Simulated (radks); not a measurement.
# Nuclear size and the levels of Zr

The task here is to estimate one member of a computed series from the others.

The numbers are computed with radks (a radial shooting solver on a logarithmic mesh, Libxc functionals) version 1 (Dirac Kohn-Sham, LDA (Slater exchange, Perdew-Wang correlation), spin-unpolarised, spherical densities, finite nucleus; open shells fill j = l - 1/2 first), except any that are marked as measured or tabulated.

### The system

| Quantity | Value |
| --- | --- |
| element | zirconium (Z = 40) |
| charge | 0 |
| electrons | 40 |
| configuration | [Kr] 4d2 5s2 |
| nuclear rms radius | 4.2694 fm |

The first run:

Settings of this run:

```text
Z 40
configuration [Kr] 4d2 5s2 5p0 6s0
relativity Dirac
functional lda,pw
spin unpolarised
j_filling energy
nucleus finite rms 4.2694 fm
c 137.035999084
```

Steps of the session up to this table: rms radius 4.2694 fm.

One of the session's tables, all rows but one given; the rest of the session is left out.

Sizes of the orbitals, from the radial functions (bohr):

```
level    <r>  outermost maximum (interpolated)  90 % within  nodes
4p1/2  1.348                              1.16         2.01      2
4p3/2      ?                                 ?            ?      ?
5s1/2  3.699                              3.12         5.51      4
4d3/2  2.284                              1.60         3.79      1
4d5/2  2.313                              1.62         3.84      1
5p1/2  4.992                              4.07         7.59      3
5p3/2  5.120                              4.17         7.79      3
6s1/2  14.89                              10.2         24.8      5
```

Estimate the missing values for 4p3/2.

**Answer.** <r>: 1.380; outermost maximum (interpolated): 1.19; 90 % within: 2.06; nodes: 2. In the column «<r>» it lies between 4p1/2 (1.348) and 4d3/2 (2.284).
